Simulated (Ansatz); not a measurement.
**CH5NSb+ (SMILES [CH2+][NH][SbH2]): single points off equilibrium**

An exercise on one series of results from a longer session: the logs are not shown, and one member is left open.

Method: single points in def2-TZVPP; program: Ansatz 0.2.0, Gaussian basis.

Cores are frozen in the correlated methods. Filled d shells of the heavier atoms are correlated. Core potentials replace the inner electrons past krypton, and spin-orbit coupling is left out.

### Starting geometry

SMILES `[CH2+][NH][SbH2]`, 8 atoms, charge 1, spin multiplicity 1.

Atoms are counted from 1 here; the program's logs count them from 0.

Bond lengths: C1–N2 1.229 Å, C1–H4 1.110 Å, C1–H5 1.019 Å, N2–Sb3 2.203 Å, N2–H6 0.966 Å, Sb3–H7 1.733 Å, Sb3–H8 1.701 Å. Angles: N2–C1–H4 117.4°, N2–C1–H5 131.5°, H4–C1–H5 110.6°, C1–N2–Sb3 127.9°, C1–N2–H6 111.4°, Sb3–N2–H6 120.2°, N2–Sb3–H7 82.6°, N2–Sb3–H8 85.9°, H7–Sb3–H8 90.4°.

Geometry (Å):

```csv
atom,x (Å),y (Å),z (Å)
C1,-0.8313,0.8986,-0.6609
N2,-0.2379,0.2656,0.2101
Sb3,0.8005,-1.6674,0.0094
H4,-1.0274,0.3829,-1.6238
H5,-1.2899,1.8088,-0.6411
H6,-0.1565,0.7791,1.0244
H7,0.6469,-1.6741,1.7359
H8,2.2394,-0.7685,0.1281
```

The first run:

The input, run/in.yaml:

```yaml
crystal:
  periodic: [false, false, false]
  atoms:
    - {symbol: C, position_ang: [-0.831300, 0.898600, -0.660900]}
    - {symbol: N, position_ang: [-0.237900, 0.265600, 0.210100]}
    - {symbol: Sb, position_ang: [0.800500, -1.667400, 0.009400]}
    - {symbol: H, position_ang: [-1.027400, 0.382900, -1.623800]}
    - {symbol: H, position_ang: [-1.289900, 1.808800, -0.641100]}
    - {symbol: H, position_ang: [-0.156500, 0.779100, 1.024400]}
    - {symbol: H, position_ang: [0.646900, -1.674100, 1.735900]}
    - {symbol: H, position_ang: [2.239400, -0.768500, 0.128100]}
basis:
  gaussian: {orbitals: def2-TZVPP}
total_charge: 1
correlation: {method: ccsd_t}
output: {forces: true}
```

No record of the launch command was kept for these runs.

Among the steps run: CCSD(T)/def2-TZVPP; PBE0-D4/def2-TZVPP; wB97M-V/def2-TZVPP; r2SCAN-D4/def2-TZVPP; PBE-D4/def2-TZVPP; BLYP-D4/def2-TZVPP; r2SCAN0-D4/def2-TZVPP.

One table of the session follows, with a row left open; its other results are not shown here.

```
    method  RMS force component (eV/Å)  angle to CCSD(T) forces (°)
   CCSD(T)                       1.554                    reference
   PBE0-D4                       1.422                         10.2
   wB97M-V                       1.430                          7.6
 r2SCAN-D4                       1.446                          8.1
    PBE-D4                       1.504                         10.0
   BLYP-D4                           ?                            ?
r2SCAN0-D4                       1.395                         11.5
```

Estimate the missing values for BLYP-D4.

As computed: RMS force component (eV/Å): 1.494; angle to CCSD(T) forces (°): 10.2. In the column «RMS force component (eV/Å)» it lies between r2SCAN-D4 (1.446) and PBE-D4 (1.504).
